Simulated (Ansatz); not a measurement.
**CH6O3Sn (SMILES C[Sn](O)(O)O): a chain of runs**

Wanted: a series of 10 runs (HF/STO-3G, UHF/STO-3G, HF/3-21G, UHF/3-21G, PBE/def2-SVP) of CH6O3Sn. 

The calculation is run with Ansatz 0.2.0.

### 1 The structure to begin with

CH6O3Sn has 11 atoms, charge 0, and is taken as a singlet. As SMILES, `C[Sn](O)(O)O`. The coordinates come from a PBE0-D4/def2-TZVP relaxation. This is one conformer, not always the lowest. The run starts from this shape.

Bond lengths: C1–Sn2 2.109 Å, Sn2–O3 1.959 Å, Sn2–O4 1.959 Å, Sn2–O5 1.959 Å, C1–H6 1.089 Å, C1–H7 1.089 Å, C1–H8 1.089 Å, O3–H9 0.961 Å, O4–H10 0.961 Å, O5–H11 0.961 Å. Some angles: C1–Sn2–O3 112.6°, C1–Sn2–O4 112.6°, C1–Sn2–O5 112.6°, O3–Sn2–O4 106.2°, O3–Sn2–O5 106.2°, O4–Sn2–O5 106.2°, Sn2–C1–H6 109.0°, Sn2–C1–H7 109.1°, Sn2–C1–H8 109.0°, Sn2–O3–H9 111.8°.

### 2 A geometry optimisation at HF/STO-3G (paw set gaussian, start density atoms) (run 1)

The input, run.yaml:

```yaml
crystal:
  periodic: [false, false, false]
  atoms:
    - {symbol: C, position_ang: [-1.634780, 0.821450, 0.161210]}
    - {symbol: Sn, position_ang: [0.242220, -0.121540, -0.023890]}
    - {symbol: O, position_ang: [0.658370, -1.274060, 1.505120]}
    - {symbol: O, position_ang: [1.718000, 1.160190, -0.160160]}
    - {symbol: O, position_ang: [0.358560, -1.259930, -1.614460]}
    - {symbol: H, position_ang: [-1.512400, 1.751180, 0.714920]}
    - {symbol: H, position_ang: [-2.026840, 1.031120, -0.832930]}
    - {symbol: H, position_ang: [-2.314250, 0.158830, 0.695300]}
    - {symbol: H, position_ang: [1.532360, -1.093390, 1.861260]}
    - {symbol: H, position_ang: [2.293460, 0.964390, -0.904370]}
    - {symbol: H, position_ang: [0.685300, -2.138250, -1.402000]}
basis:
  gaussian:
    orbitals: STO-3G
hamiltonian:
  xc: hf
relax:
  f_tol: 0.002
output: {orbitals: {seedname: orbitals}}
```

Run with:

```sh
$ ansatz run run.yaml --threads 1 --pin off --max-ram 3480MiB --events-out events.jsonl --progress --plain --runs-dir runs
```

The program printed:

```text
Warning: RAYON_NUM_THREADS=1 ignored (pool sized by the plan → 1); use --threads N
The last accepted step is kept in runs//last_step.txt (removed where the run ends without a failure and the disk answers)
[... 124 lines left out ...]
Total energy: -169411.56533123 eV, -6225.7601946393 hartree
[... 11 lines left out ...]
Dipole moment:     0.021537    -0.010818    -0.002147 e Å
```

Wall time 41 s (1 thread of Arm Neoverse V1, shared host); peak memory 0.14 GiB.

Steps, from the record of the run:

```tsv
step	energy from the first frame kept (eV)	largest force (eV/Å)
1	0.0000	2.2767
2	-0.1531	0.8154
3	-0.1773	0.1550
4	-0.1785	0.0417
5	-0.1794	0.0513
6	-0.1795	0.0339
7	-0.1796	0.0186
8	-0.1796	0.0036
9	-0.1796	0.0038
10	-0.1797	0.0069
11	-0.1797	0.0149
12	-0.1797	0.0111
13	-0.1797	0.0049
14	-0.1797	0.0040
15	-0.1797	0.0077
16	-0.1797	0.0045
17	-0.1797	0.0007
18	-0.1797	0.0002
```

After the run. Bond lengths: C1–Sn2 2.090 Å, Sn2–O3 1.929 Å, Sn2–O4 1.929 Å, Sn2–O5 1.929 Å, C1–H6 1.081 Å, C1–H7 1.081 Å, C1–H8 1.081 Å, O3–H9 0.986 Å, O4–H10 0.986 Å, O5–H11 0.986 Å. Some angles: C1–Sn2–O3 111.8°, C1–Sn2–O4 111.8°, C1–Sn2–O5 111.8°, O3–Sn2–O4 107.0°, O3–Sn2–O5 107.1°, O4–Sn2–O5 107.0°, Sn2–C1–H6 111.8°, Sn2–C1–H7 111.8°, Sn2–C1–H8 111.8°, Sn2–O3–H9 108.5°.

### 3 The harmonic vibrations at HF/STO-3G (paw set gaussian, start density atoms) (run 2)

The input, run.yaml:

```yaml
crystal:
  periodic: [false, false, false]
  atoms:
    - {symbol: C, position_ang: [-1.567117, 0.787475, 0.154514]}
    - {symbol: Sn, position_ang: [0.292952, -0.147216, -0.028859]}
    - {symbol: O, position_ang: [0.668914, -1.295857, 1.475132]}
    - {symbol: O, position_ang: [1.731340, 1.134349, -0.135367]}
    - {symbol: O, position_ang: [0.391584, -1.241409, -1.614962]}
    - {symbol: H, position_ang: [-1.522450, 1.646124, 0.810502]}
    - {symbol: H, position_ang: [-1.937150, 1.136813, -0.799757]}
    - {symbol: H, position_ang: [-2.314819, 0.118707, 0.558600]}
    - {symbol: H, position_ang: [1.490054, -0.975012, 1.915812]}
    - {symbol: H, position_ang: [2.199489, 1.008097, -0.993451]}
    - {symbol: H, position_ang: [0.567203, -2.172081, -1.342162]}
basis:
  gaussian:
    orbitals: STO-3G
hamiltonian:
  xc: hf
phonons:
  temperatures: {t_min: 298.15, t_max: 298.15, t_step: 1}
```

Run with:

```sh
$ ansatz run run.yaml --threads 1 --pin off --max-ram 3480MiB --events-out events.jsonl --progress --plain --runs-dir runs
```

The program printed:

```text
Warning: RAYON_NUM_THREADS=1 ignored (pool sized by the plan → 1); use --threads N
[... 357 lines left out ...]
Total energy: -169411.56533374 eV, -6225.7601947318 hartree
[... 11 lines left out ...]
Dipole moment:     0.021537    -0.010818    -0.002146 e Å
Vibrations: 35.83 75.22 75.65 167.40 184.84 184.88 191.03 191.04 211.21 616.52 654.95 675.03 675.03 938.83 938.86 1109.96 1131.65 1131.65 1644.78 1862.06 1862.08 3564.68 3744.96 3744.97 4233.23 4236.08 4236.09 cm⁻¹, zero-point energy 2.375444 eV
```

Run time: 2 min. Hardware: 1 thread of Arm Neoverse V1, shared host; peak memory 0.14 GiB.

Runs 3 to 6 aren't shown in full; the table further down has their settings and results.

### 4 The doublet cation: a single-point energy at UHF/3-21G (paw set gaussian, start density atoms) (run 7)

The input, input.yaml:

```yaml
crystal:
  periodic: [false, false, false]
  atoms:
    - symbol: C
      position_ang: [-1.616060, 0.812054, 0.159351]
    - symbol: Sn
      position_ang: [0.278425, -0.139907, -0.027450]
    - symbol: O
      position_ang: [0.740621, -1.190744, 1.510646]
    - symbol: O
      position_ang: [1.719480, 1.105534, -0.263779]
    - symbol: O
      position_ang: [0.368190, -1.335991, -1.525763]
    - symbol: H
      position_ang: [-1.566632, 1.614030, 0.886610]
    - symbol: H
      position_ang: [-1.925449, 1.229382, -0.791771]
    - symbol: H
      position_ang: [-2.366896, 0.100667, 0.482903]
    - symbol: H
      position_ang: [1.498264, -1.086383, 2.091378]
    - symbol: H
      position_ang: [2.327682, 1.171674, -1.003968]
    - symbol: H
      position_ang: [0.542375, -2.280324, -1.518156]
basis:
  gaussian: {orbitals: 3-21G.json}
total_charge: 1
magnetization: {spin_polarized: true, initial_magnetization: 1}
hamiltonian: {xc: hf}
```

The basis set 3-21G is read from a file made from the Basis Set Exchange's data (not shown).

Run with:

```sh
$ ansatz run input.yaml --threads 1 --pin off --max-ram 3480MiB --events-out events.jsonl --progress --plain --runs-dir runs
```

The program printed:

```text
Warning: RAYON_NUM_THREADS=1 ignored (pool sized by the plan → 1); use --threads N
Functional definition: HF
  name "HF"
  exchange = exact_x
  correlation = 0
925 factors; integrals over basis functions are off by at most 1.0e-3 eV
mean field evaluation 1: about -170358.6893 eV, gradient 5.0e1 eV
mean field evaluation 2: about -170358.8475 eV, gradient 5.0e1 eV
mean field evaluation 4: about -170367.1061 eV, gradient 2.4e0 eV
mean field evaluation 8: about -170367.2095 eV, gradient 5.5e-1 eV
mean field evaluation 16: about -170367.2186 eV, gradient 6.1e-2 eV
mean field evaluation 32: about -170367.7589 eV, gradient 6.9e0 eV
mean field evaluation 64: about -170368.0497 eV, gradient 2.1e0 eV
mean field evaluation 96: about -170368.2071 eV, gradient 4.3e-1 eV
mean field evaluation 128: about -170367.2274 eV, gradient 3.2e-1 eV
mean field evaluation 160: about -170368.0555 eV, gradient 6.3e0 eV
mean field evaluation 192: about -170367.4276 eV, gradient 7.8e-1 eV
mean field evaluation 224: about -170360.1995 eV, gradient 2.4e1 eV
mean field evaluation 256: about -170368.1060 eV, gradient 4.4e-1 eV
mean field evaluation 288: about -170368.2447 eV, gradient 2.8e-1 eV
mean field evaluation 320: about -170367.2256 eV, gradient 7.9e-2 eV
mean field evaluation 352: about -170368.2361 eV, gradient 2.6e0 eV
mean field evaluation 384: about -170367.8616 eV, gradient 7.1e-1 eV
mean field evaluation 416: about -170368.2841 eV, gradient 1.4e-1 eV
mean field evaluation 448: about -170367.8645 eV, gradient 2.2e0 eV
mean field evaluation 480: about -170367.2189 eV, gradient 3.3e-2 eV
mean field evaluation 512: about -170367.2434 eV, gradient 1.1e0 eV
mean field -170368.29199626 eV, -6260.9192510868 hartree, gradient 8.0e-6 eV, S^2 0.754726; 8 other end points of the search recorded, 0 dependent functions left out
reference -170368.29199626 eV, -6260.9192510868 hartree; 43, 42 occupied and 38, 39 virtual orbitals, 925 factors
Total energy: -170368.29199626 eV, -6260.9192510868 hartree
```

It took 31 s on 1 thread of Arm Neoverse V1, shared host; peak memory 0.31 GiB.

Runs 8 to 9 aren't shown in full; the table further down has their settings and results.

### 5 Vibrational wavenumbers at PBE/def2-SVP (core potential, paw set gaussian, start density atoms) (run 10)

The input, run.yaml:

```yaml
crystal:
  periodic: [false, false, false]
  atoms:
    - {symbol: C, position_ang: [-1.662733, 0.835505, 0.163952]}
    - {symbol: Sn, position_ang: [0.246993, -0.124123, -0.024285]}
    - {symbol: O, position_ang: [0.630445, -1.371399, 1.507046]}
    - {symbol: O, position_ang: [1.764434, 1.195825, -0.077655]}
    - {symbol: O, position_ang: [0.388290, -1.222954, -1.703662]}
    - {symbol: H, position_ang: [-1.500095, 1.882726, 0.478544]}
    - {symbol: H, position_ang: [-2.170636, 0.802317, -0.817385]}
    - {symbol: H, position_ang: [-2.255185, 0.292594, 0.923122]}
    - {symbol: H, position_ang: [1.520606, -1.153412, 1.848446]}
    - {symbol: H, position_ang: [2.322511, 0.971723, -0.848882]}
    - {symbol: H, position_ang: [0.715369, -2.108813, -1.449241]}
basis:
  gaussian: {orbitals: def2-SVP}
hamiltonian: {xc: pbe}
phonons: {temperatures: {t_min: 298.15, t_max: 298.15, t_step: 1}}
```

Run with:

```sh
$ ansatz run run.yaml --threads 1 --pin off --max-ram 3480MiB --events-out events.jsonl --progress --plain --runs-dir runs
```

The program printed:

```text
Warning: RAYON_NUM_THREADS=1 ignored (pool sized by the plan → 1); use --threads N
[... 21 lines left out ...]
1226 factors; their error is unknown
[... 30 lines left out ...]
1226 factors; their error is unknown
[... 30 lines left out ...]
1226 factors; their error is unknown
[... 31 lines left out ...]
1226 factors; their error is unknown
[... 30 lines left out ...]
1226 factors; their error is unknown
[... 30 lines left out ...]
1226 factors; their error is unknown
[... 30 lines left out ...]
1226 factors; their error is unknown
[... 30 lines left out ...]
1226 factors; their error is unknown
[... 30 lines left out ...]
1226 factors; their error is unknown
[... 30 lines left out ...]
1226 factors; their error is unknown
[... 25 lines left out ...]
1226 factors; their error is unknown
[... 4 lines left out ...]
1226 factors; their error is unknown
[... 5 lines left out ...]
1226 factors; their error is unknown
[... 4 lines left out ...]
1226 factors; their error is unknown
[... 4 lines left out ...]
1226 factors; their error is unknown
[... 4 lines left out ...]
1226 factors; their error is unknown
[... 15 lines left out ...]
Dipole moment:    -0.039102     0.019637     0.003775 e Å
Vibrations: 62.30 82.73 83.03 144.01 144.07 166.85 201.19 201.39 296.24 509.29 584.49 592.07 592.09 742.01 742.02 837.31 841.89 842.10 1152.54 1380.08 1380.12 3003.17 3129.21 3129.24 3697.08 3697.11 3698.17 cm⁻¹, zero-point energy 1.979519 eV
```

Wall time 2.7 min (1 thread of Arm Neoverse V1, shared host); peak memory 0.15 GiB.

### 6 Overview of the runs

```tsv
run	level	task	walk f tol	partner	energy (Eh)	dipole moment (D)	wall time
1	HF/STO-3G (paw set gaussian, start density atoms)	optimise	0.002	base	-6225.760195	0.12	41 s
2	HF/STO-3G (paw set gaussian, start density atoms)	frequencies	–	base	-6225.760195	0.12	2 min
3	UHF/STO-3G (paw set gaussian, start density atoms)	energy	–	cation	-6225.538906	–	11 s
4	UHF/STO-3G (paw set gaussian, start density atoms)	optimise	–	cation	-6225.585030	–	78 s
5	HF/3-21G (paw set gaussian, start density atoms)	optimise	0.002	base	-6261.261771	0.27	43 s
6	HF/3-21G (paw set gaussian, start density atoms)	frequencies	–	base	-6261.261769	0.27	2.2 min
7	UHF/3-21G (paw set gaussian, start density atoms)	energy	–	cation	-6260.919251	–	31 s
8	UHF/3-21G (paw set gaussian, start density atoms)	optimise	–	cation	-6260.968286	–	4.8 min
9	PBE/def2-SVP (core potential, paw set gaussian, start density atoms)	optimise	0.002	base	-481.218966	0.21	65 s
10	PBE/def2-SVP (core potential, paw set gaussian, start density atoms)	frequencies	–	base	-481.218966	0.21	2.7 min
```

### 7 Outcome

| quantity | value |
| --- | --- |
| run 10, PBE/def2-SVP: total energy | -481.21897 Eh |
| run 10, PBE/def2-SVP: dipole moment | 0.21 D |
| run 10, PBE/def2-SVP: largest force on an atom | 0.002 eV/Å |
| run 10, PBE/def2-SVP: lowest harmonic wavenumber | 62 cm⁻¹ |
| run 10, PBE/def2-SVP: highest harmonic wavenumber | 3698 cm⁻¹ |
| run 10, PBE/def2-SVP: zero-point energy | 191.0 kJ/mol |
| vertical ionisation energy (to the doublet cation), HF/STO-3G | 6.022 eV |
| vertical ionisation energy (to the doublet cation), HF/3-21G | 9.320 eV |
| adiabatic ionisation energy (to the doublet cation, no zero-point term), HF/STO-3G | 4.766 eV |
| adiabatic ionisation energy (to the doublet cation, no zero-point term), HF/3-21G | 7.986 eV |

In words: At HF/STO-3G: removing an electron at fixed nuclei costs 6.02 eV (139 kcal/mol). In a minimal basis such a difference can be off by several eV, whatever the method. At HF/3-21G: the vertical ionisation energy comes to 9.32 eV (215 kcal/mol). At HF/STO-3G: the adiabatic ionisation energy (to the doublet cation, no zero-point term) is 4.77 eV (460 kJ/mol). At HF/3-21G: the adiabatic ionisation energy (to the doublet cation, no zero-point term) is 7.99 eV (771 kJ/mol). Some runs of one species differ in core potentials or relativity; totals across that change don't compare. In runs 1, 2, 3, 4 the basis is minimal, so the values are rough. In runs 1, 2, 3, 4, 5, 6, 7, 8 relativity is left out where basis or elements ask for it. All runs together took 16 min, the longest 4.8 min.
